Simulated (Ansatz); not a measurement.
# C2H9FSi2: the cost of one run

Method: functionals in def2-TZVPP, the program's frozen cores in correlated methods; program: Ansatz 0.2.0, Gaussian basis.

Levels to be run: PBE-D4, r2SCAN-D4, PBE0-D4, B3LYP-D4, ωB97X-V, ωB97M-V, B2PLYP; CCSD(T)/def2-TZVPP; MP2/def2-QZVPP; extrapolation to the limit.

**1. Structure used throughout**

The geometry comes from an earlier relaxation with PBE0-D4 in a triple-zeta def2 set; it is a stationary point, not always the lowest conformer.

SMILES `CC([SiH3])[SiH2]F`, 14 atoms, charge 0, spin multiplicity 1.

Atoms are counted from 1 here; the program's logs count them from 0.

Bond lengths: C1–C2 1.537 Å, C1–H6 1.094 Å, C1–H7 1.093 Å, C1–H8 1.093 Å, C2–Si3 1.881 Å, C2–Si4 1.857 Å, C2–H9 1.099 Å, Si3–H10 1.488 Å, Si3–H11 1.488 Å, Si3–H12 1.488 Å, Si4–F5 1.605 Å, Si4–H13 1.485 Å, Si4–H14 1.484 Å. Angles: C2–C1–H6 111.2°, C2–C1–H7 111.5°, C2–C1–H8 111.6°, H6–C1–H7 107.3°, H6–C1–H8 107.4°, H7–C1–H8 107.6°, C1–C2–Si3 111.1°, C1–C2–Si4 111.9°, C1–C2–H9 110.0°, Si3–C2–Si4 111.8°, Si3–C2–H9 105.6°, Si4–C2–H9 106.2°, C2–Si3–H10 110.1°, C2–Si3–H11 111.2°, C2–Si3–H12 109.5°, H10–Si3–H11 108.7°, H10–Si3–H12 108.4°, H11–Si3–H12 109.0° and more.

**2. PBE-D4 (GGA)**

in.yaml

```yaml
crystal:
  periodic: [false, false, false]
  atoms:
    - {symbol: C, position_ang: [-0.363941, 1.334804, 0.746691]}
    - {symbol: C, position_ang: [-0.363920, -0.126884, 0.270807]}
    - {symbol: Si, position_ang: [1.237993, -0.992289, 0.742058]}
    - {symbol: Si, position_ang: [-0.711433, -0.261585, -1.548775]}
    - {symbol: F, position_ang: [-2.106689, 0.460669, -1.879112]}
    - {symbol: H, position_ang: [0.426956, 1.910455, 0.257340]}
    - {symbol: H, position_ang: [-0.198195, 1.405956, 1.825072]}
    - {symbol: H, position_ang: [-1.312778, 1.829122, 0.524962]}
    - {symbol: H, position_ang: [-1.162993, -0.686633, 0.776942]}
    - {symbol: H, position_ang: [2.393027, -0.324021, 0.083229]}
    - {symbol: H, position_ang: [1.217399, -2.422103, 0.331959]}
    - {symbol: H, position_ang: [1.428508, -0.914592, 2.215595]}
    - {symbol: H, position_ang: [0.334904, 0.434793, -2.340012]}
    - {symbol: H, position_ang: [-0.831838, -1.677092, -1.978058]}
basis:
  gaussian: {orbitals: def2-TZVPP}
hamiltonian: {xc: pbe, dispersion: d4}
output: {forces: true, orbitals: {seedname: orbitals}}
```

The run is started by

```bash
$ ansatz run in.yaml --threads 4 --pin off --events-out ev --progress --plain --max-ram 10444MiB
```

**Question.** How long does this run take on 4 threads of Arm Neoverse V1, shared host, and how much memory does it need?

About 3.8 s, with a peak of 0.47 GiB.
